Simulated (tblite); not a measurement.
# C3H11NOSi4: the cost of one run

Programs: tblite 0.8.0 and PySCF 2.14.0, with density-fitted response routines of our own. Each step states its level of theory. These are calculated values for one molecule in the gas phase, unless marked as measured. Atoms are numbered from 0 throughout.

## (1) The molecule as given

20 atoms, charge 0, multiplicity 1; geometry from: force field or distance geometry start.

Bonds of the start (Å): C0–C1 1.21, C1–C2 1.45, C2–Si3 1.86, Si3–Si4 2.22, Si4–Si5 2.25, Si5–N6 1.76, Si5–Si7 2.21, Si7–O8 1.71, Si7–Si3 2.25, C0–H9 1.07, C2–H10 1.11, C2–H11 1.13, Si3–H12 1.45, Si4–H13 1.46, Si4–H14 1.48, Si5–H15 1.49, N6–H16 1.05, N6–H17 1.03, Si7–H18 1.47, O8–H19 0.99.

## (2) Optimising the geometry with GFN2-xTB

The job: settings as JSON, then the geometry in Å.

```
{"job": {"kind": "relax", "xc": "GFN2-xTB", "basis": "xTB"}, "charge": 0, "multiplicity": 1}
C      3.489600     0.929200     0.852700
C      2.894400    -0.003400     0.358200
C      2.199400    -1.154200    -0.196800
Si     0.570200    -0.616900    -0.924000
Si     0.112300     1.471600    -0.338200
Si    -1.793900     0.736600     0.603500
N     -3.167700     1.237100    -0.375000
Si    -1.097500    -1.346000     0.400900
O     -2.157900    -2.423800    -0.407900
H      4.005400     1.754600     1.298400
H      2.805700    -1.633500    -0.989500
H      1.977100    -1.911200     0.606700
H      0.351300    -0.950100    -2.315200
H      0.995800     2.076500     0.655200
H     -0.198300     2.336200    -1.501300
H     -1.938200     1.241400     2.002300
H     -3.666200     2.008400     0.127300
H     -2.953400     1.558100    -1.329500
H     -0.546800    -1.957800     1.615100
H     -1.886300    -3.342100    -0.145700
```

On the command line:

```console
OMP_NUM_THREADS=1 python probes_run.py task.json out
```

One launch serves the whole session: the jobs run in the order shown.

**Question.** How long does this first job take on 1 thread of Arm Neoverse N1, shared host, and how much memory does it need?

About 5.7 s, with a peak of 0.18 GiB.
